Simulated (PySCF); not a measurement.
# A diatomic session: TbH

One table from this session's results is given with a row withheld; the runs are named, their logs left out.

Program: PySCF 2.14.0. Level of theory: Tb x2c-SVPall, H x2c-SVPall, spin-free X2C with a Gaussian nucleus. These are calculated values, not measurements.

The first run:

Settings of the job:

- atoms: Tb, H
- charge: 0
- basis: Tb x2c-SVPall, H x2c-SVPall
- Hamiltonian: spin-free X2C with a Gaussian nucleus
- basis functions: 90
- electrons treated: 66
- masses in u: 158.9253, 1.0078
- levels: PBE0, PBE, r²SCAN, M06-2X, MN15, ωB97X, HF, MP2, SCS-MP2, CCSD, CCSD(T)
- grid: 80 radial by 434 angular points
- occupations: held fixed by the projection of orbital angular momentum
- dissociation limit: Tb + H, each in its ground configuration
- starting distance in angstrom: 1.835
- values of 2S to try: 4, 6, 8

On the command line:

```console
> OMP_NUM_THREADS=2 python dia.py task.json out
```

Among the steps run: The job; First curve: PBE0; Other states along the same grid; PBE (GGA); r²SCAN (meta-GGA); M06-2X (hybrid meta-GGA); MN15 (hybrid meta-GGA); ωB97X; ROHF (mean field); Correlated methods on the Hartree–Fock reference.

One of the session's tables, all rows but one given; the rest of the session is left out.

It belongs to the step «Constants by level of theory». Differences from CCSD(T) in the same basis:

| level | Re (mÅ) | ωe (%) |
| --- | --- | --- |
| ROHF | +58 | -3.7 |
| ROHF-MP2 | -18 | +2.6 |
| ROHF-SCS-MP2 | -5 | +1.8 |
| ROHF-CCSD | +1 | +0.4 |
| PBE | +24 | -12.6 |
| r²SCAN | +41 | -10.9 |
| PBE0 | +9 | -6.8 |
| MN15 | ? | ? |
| M06-2X | +10 | -2.8 |
| ωB97X | +39 | -9.5 |

Q: Estimate the row for MN15 from the others.

As computed: Re (mÅ): -2; ωe (%): -6.4. In the column «Re (mÅ)» it lies between ROHF-SCS-MP2 (-5) and ROHF-CCSD (+1).

To keep in mind: The state is the lowest single determinant that the PBE0 search found; with open d or f shells the true ground state can be another one. At some levels the lowest empty orbital lies below the highest filled one (the two can be of opposite spin).
